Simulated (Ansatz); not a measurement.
Turn this script for Ansatz 0.2.0 through its Python package into the input file that the command-line program reads.

Notebook, run cell by cell (the value of a cell's last expression is shown):

In [1]:
```python
import ansatz as az
```

In [2]:
```python
config = {
    "crystal": {
        "lattice": [[2.714644, 0.0, 0.0], [-1.357322, 2.350951, 0.0], [0.0, 0.0, 7.118053]],
        "atoms": [
            {"symbol": "Li", "position": [0.0, 0.0, 0.5]},
            {"symbol": "B", "position": [0.333333, 0.666667, 0.749813]},
            {"symbol": "B", "position": [0.666667, 0.333333, 0.250187]},
            {"symbol": "C", "position": [0.333333, 0.666667, 0.258219]},
            {"symbol": "C", "position": [0.666667, 0.333333, 0.741781]},
        ],
    },
    "kpoints": {"mp_grid": {"kspacing": 0.3}},
    "hamiltonian": {"xc": "pbe"},
    "scf": {
        "occupations": {"method": "gaussian", "width": 0.05},
        "mixing": {"preconditioner": "local_kerker"},
    },
    "basis": {"ecutwfc": 470},
    "output": {"stress": True, "eigenvalues": True},
    "accuracy": "medium",
}
```

In [3]:
```python
planned = az.Session.from_dict(config).plan(threads=1, pin="off")
result = planned.execute()
r = result.report
```
```text
DeckWarning: the atoms were moved onto the symmetric positions of the space group found under crystal.symmetry.tolerance 1.0e-5 (fractional; no operation is sought that the atoms, as they stand in a round, miss by more than twice it, and no atom is moved by as much as it), and the run uses the moved positions. Before [...]
```

In [4]:
```python
r["free_energy_ev"]
```
Out [4]:
```text
-1018.4352824493167
```

In [5]:
```python
r["n_kpoints"], r["n_symmetry_ops"], r["n_pw"]
```
Out [5]:
```text
(31, 12, 1057)
```

In [6]:
```python
for key in ("converged", "n_iterations", "n_electrons", "n_kpoints", "n_pw", "n_symmetry_ops", "free_energy_ev", "fermi_energy_ev"):
    print(f"{key:18s} {r[key]}")
```
```text
converged          True
n_iterations       6
n_electrons        17.0
n_kpoints          31
n_pw               1057
n_symmetry_ops     12
free_energy_ev     -1018.4352824493167
fermi_energy_ev    4.780054009793119
```

In [7]:
```python
edges = r.get("band_edges_ev")
if edges:
    print(f"band edges on the mesh: {edges[0]:.3f} and {edges[1]:.3f} eV, gap {edges[1] - edges[0]:.3f} eV")
else:
    print("no band edges reported (a metal, or a gap too narrow for this smearing); Fermi level", round(r["fermi_energy_ev"], 3), "eV")
```
```text
no band edges reported (a metal, or a gap too narrow for this smearing); Fermi level 4.78 eV
```

`input.yaml`:
```yaml
crystal:
  lattice:
    - [2.714644, 0.0, 0.0]
    - [-1.357322, 2.350951, 0.0]
    - [0.0, 0.0, 7.118053]
  atoms:
    - { symbol: Li, position: [0.0, 0.0, 0.5] }
    - { symbol: B, position: [0.333333, 0.666667, 0.749813] }
    - { symbol: B, position: [0.666667, 0.333333, 0.250187] }
    - { symbol: C, position: [0.333333, 0.666667, 0.258219] }
    - { symbol: C, position: [0.666667, 0.333333, 0.741781] }
kpoints:
  mp_grid: { kspacing: 0.3 }
hamiltonian:
  xc: pbe
scf:
  occupations: { method: gaussian, width: 0.05 }
  mixing: { preconditioner: local_kerker }
basis:
  ecutwfc: 470
output:
  stress: true
  eigenvalues: true
accuracy: medium
```

The program run on that file:
```console
$ ansatz run input.yaml --threads 1 --pin off --max-ram 3072MiB --backend cpu --events-out ev --progress --plain --runs-dir out
Warning: the atoms were moved onto the symmetric positions of the space group found under crystal.symmetry.tolerance 1.0e-5 (fractional; no operation is sought that the atoms, as they stand in a round, miss by more than twice it, and no atom is moved by as much as it), and the run uses the moved positions. Before a round's move an operation carried an atom to 2.71e-6 Å from where it should land, [...]
Engine: ansatz 0.2.0, aarch64-unknown-linux-gnu
Pseudopotentials: kind: paw
Pseudopotential: Li, paw, valence charge 3, recommended cutoff 420 eV (normal), Li.paw.azcp
Pseudopotential: B, paw, valence charge 3, recommended cutoff 420 eV (normal), B.paw.azcp
Pseudopotential: C, paw, valence charge 4, recommended cutoff 420 eV (normal), C.paw.azcp
Functional definition: PBE
  parameter kappa = 0.804
  parameter beta = 0.06672455060314922
  exchange = pbe_x(kappa = kappa, mu = beta*pi^2/3)
  correlation = pbe_c(beta = beta)
Crystal: 5 atoms, lattice volume = 45.427 Å³
Basis set: ecut = 470 eV, 1057 PW (Γ)
Bands: 14, of which v1, the nominal top of the filled ones, is band 9 counted from 1 (8 counted from 0)
Symmetry: 12 space group operations
Space group: P-3m1 (ITA 164), of the structure as read, at distance tolerance 3.6e-5 Å
k-points: 31 of 243
Non-local potential: Li, projectors of the file, l = 0: 3, l = 1: 2, l = 2: 1
Non-local potential: B, projectors of the file, l = 0: 2, l = 1: 2, l = 2: 1
Non-local potential: C, projectors of the file, l = 0: 2, l = 1: 2, l = 2: 1
PAW form: soft (Blöchl's): semilocal exchange-correlation on the pseudo side does not see the compensation charge
PAW one-centre angular grid: Li, 110 points (default); XC on 64 Gauss nodes
PAW one-centre angular grid: B, 110 points (default); XC on 64 Gauss nodes
PAW one-centre angular grid: C, 110 points (default); XC on 64 Gauss nodes
Initial density: superposition of atomic densities (neutral atoms: chi_scale 0, normalization atom), corrected by the library's trained network
Initial wavefunctions: pseudopotential atomic-orbital guess
Functional: x = pbe(κ = 0.804, μ = 0.2195149727645171), c = pbe(β = 0.06672455060314922)
SCF iter   1: F=—  HF=-1018.443666 eV  |F-HF|=—  |Δ(HF+E_count)|=         —  Δρ=9.83e-3  dr2=3.62e-2  ethr=1.77e-3  ⟨swp⟩=6.1  Hψ=2572  notcnv=0
SCF iter   2: F=—  HF=-1018.436476 eV  |F-HF|=—  |Δ(HF+E_count)|=   7.19e-3  Δρ=3.82e-3  dr2=6.13e-3  ethr=2.13e-4  ⟨swp⟩=1.3  Hψ=694  notcnv=0  defer=7
SCF iter   3: F=—  HF=-1018.435264 eV  |F-HF|=—  |Δ(HF+E_count)|=   1.21e-3  Δρ=5.75e-4  dr2=1.32e-4  ethr=3.61e-5  ⟨swp⟩=2.0  Hψ=609  notcnv=0  defer=7
SCF iter   4: F=—  HF=-1018.435284 eV  |F-HF|=—  |Δ(HF+E_count)|=   1.99e-5  Δρ=1.83e-4  dr2=1.26e-5  ethr=7.74e-7  ⟨swp⟩=2.7  Hψ=623  notcnv=0  defer=7
SCF iter   5: F=—  HF=-1018.435282 eV  |F-HF|=—  |Δ(HF+E_count)|=   1.65e-6  Δρ=4.57e-5  dr2=6.19e-7  ethr=7.44e-8  ⟨swp⟩=2.5  Hψ=614  notcnv=0  defer=7
SCF iter   6: F=-1018.435282 eV  HF=-1018.435282 eV  |F-HF|=1.07e-8  |Δ(HF+E_count)|=   6.82e-8  Δρ=8.47e-6  dr2=2.49e-8  ethr=5.88e-10  ⟨swp⟩=9.1  Hψ=2174  notcnv=0
SCF 1 converged in 6 iterations: F = -1018.435282 eV  dr2 = 2.49e-8
  greatest PAW one-centre occupation: 1.000 electrons in one spin orbital (limit 2), on the Li atom at site 0 (counted from 0), in its partial waves of l = 0
SCF converged after 6 iterations
Free energy (F): -1018.435282 eV
Harris-Foulkes:  -1018.435282 eV  (|F-HF|=1.07e-8)
Internal energy: -1018.431783 eV  (E = F + TS)
E sigma→0 (E₀):  -1018.433533 eV
Entropy (-TS):   -0.003500 eV (-0.700 meV/atom)
Fermi energy:    4.780054 eV
--- Per-component energies (eV) ---
  E_band       = -90.115119
  E_kinetic    = 297.156549
  E_local      = -531.106081  (includes V_loc(G=0)·N_el)
  E_nonlocal   = 45.794944
  E_hartree    = 168.816218
  E_xc         = -170.767061
  E_vxc        = -208.578841  (∫ρ·V_xc dr)
  E_paw        = -376.456424  (= ΣΔE_a)
  E_vpaw       = -31.014887  (= ΣTr[D̂ρ^β])
  E_aug_tail   = -0.000042  (compensation charges beyond the density's cutoff)
  E_ewald      = -451.869887
  E_smearing   = -0.003500  (= −TS)
  E_closure    = 0.000000  (closes the sum)
  Σ components = -1018.435282   (vs F -1018.435282, Δ=0.00e0)
--- Stress (GPa, compression-positive) ---
       -1.579338      -0.000000      -0.000000
       -0.000000      -1.579338       0.000000
       -0.000000       0.000000       1.242437
  P = ⅓ Tr σ = -0.6387 GPa (-6.387 kbar)
--- Band table (eV; the first three rows and the last of 31) ---
  k-point 0: bands = ["-40.0703", "-9.1087", "-8.8402", "-0.4259", "1.4875", "5.2796", "5.2796", "5.3485", "5.3485", "9.8337", "14.5624", "14.5624", "14.9838", "14.9838"]
  k-point 1: bands = ["-40.0703", "-9.0473", "-8.9097", "-0.0291", "0.9207", "5.2917", "5.2917", "5.3362", "5.3362", "11.0115", "13.6206", "14.5923", "14.5923", "14.9473"]
  k-point 2: bands = ["-40.0644", "-8.8780", "-8.6050", "-0.1742", "1.7665", "4.2905", "4.3978", "4.7973", "4.8860", "10.0063", "14.5222", "14.8431", "15.2125", "15.4173"]
  k-point 30: bands = ["-40.0136", "-4.6028", "-4.6028", "-1.4547", "-1.4547", "-1.1608", "-1.0460", "5.2807", "5.2807", "7.8897", "7.8897", "14.5645", "15.2529", "15.2529"]
```

These settings explore the input space; cutoff and mesh may be short of convergence. The zero of the levels is a convention of the potentials, so an absolute Fermi energy is no work function. The structure comes from a database of computed cells and needn't be a stable or known phase. Levels are Kohn-Sham eigenvalues on this mesh. Warnings are shown shortened and without file and line. Wall time of the script: 1.3 s on 1 thread of Arm Neoverse V2, with other jobs on the host, peak memory 0.34 GiB.

(Lines on the test bed's own set-up are left out of the output.)
